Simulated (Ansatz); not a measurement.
# BGeH2 (quartet): RPA-PBE over vertical spin and charge gaps, cc-pVDZ

Aim: run BGeH2 (quartet) with these functionals over vertical spin and charge gaps, and hold them against the top wave-function level at the same points.

The runs use Ansatz 0.2.0, Gaussian basis; cc-pVDZ, all electrons in the functionals, frozen cores in the correlation of double hybrids and RPA.

To be run: RPA-PBE, at charge 0, quartet; charge 0, doublet; charge 0, sextet; charge 1, triplet; charge 1, quintet.

5 further runs of the same task are left out: 5 set aside as unsound or not needed.

## (1) What is computed

The geometry is a PBE0/def2-TZVP stationary point (not a proven minimum). No spin-orbit coupling is included. The filled d shell of Ge may be among the frozen orbitals whatever the setting's name suggests; the logs give the count.

4 atoms, charge 0, spin multiplicity 4.

Atoms are counted from 1 here; the program's logs count them from 0.

Bond lengths: Ge1–B2 1.931 Å, Ge1–H3 1.542 Å, Ge1–H4 1.542 Å. Angles: B2–Ge1–H3 125.2°, B2–Ge1–H4 125.2°, H3–Ge1–H4 109.6°.

No dispersion term is added.

The geometry shown and the zero of energy belong to the point charge 0, quartet. The yardstick, RCCSDTQ, and other wave-function levels (R restricted, U unrestricted, valence and pair active spaces) come from earlier runs.

## (2) RPA-PBE, charge 0, quartet

Contents of in.yaml:

```yaml
crystal:
  periodic: [false, false, false]
  atoms:
    - {symbol: Ge, position_ang: [0.000000, 0.000000, 0.223242]}
    - {symbol: B, position_ang: [0.000000, 0.000000, -1.707389]}
    - {symbol: H, position_ang: [0.000000, 1.259295, 1.112326]}
    - {symbol: H, position_ang: [0.000000, -1.259295, 1.112326]}
basis:
  gaussian: {orbitals: cc-pVDZ}
magnetization: {spin_polarized: true, initial_magnetization: 3}
hamiltonian: {xc: {name: PBE}}
correlation: {method: rpa, electrons: outside_noble_gas}
```

Run with:

```sh
> ansatz run in.yaml --threads 1 --pin off --events-out ev --progress --plain --max-ram 2816MiB --backend cpu
```

After this run come: RPA-PBE, charge 0, doublet; RPA-PBE, charge 0, sextet; RPA-PBE, charge 1, triplet; RPA-PBE, charge 1, quintet.

Before running them: what should the planned runs give, taken together? Wanted: quartet to doublet, RCCSDTQ; quartet to sextet, RCCSDTQ; ionisation to the triplet cation, RCCSDTQ; ionisation to the quintet cation, RCCSDTQ; largest miss, RPA-PBE.

As calculated:

| quantity | value |
| --- | --- |
| quartet to doublet, RCCSDTQ | -0.311 eV |
| quartet to sextet, RCCSDTQ | 6.441 eV |
| ionisation to the triplet cation, RCCSDTQ | 7.471 eV |
| ionisation to the quintet cation, RCCSDTQ | 12.299 eV |
| largest miss, RPA-PBE | -0.121 eV (quartet to doublet) |

RPA-PBE strays by up to 0.121 eV, at quartet to doublet. Functionals and the yardstick converge differently with the basis, so part of each miss in cc-pVDZ is the basis.
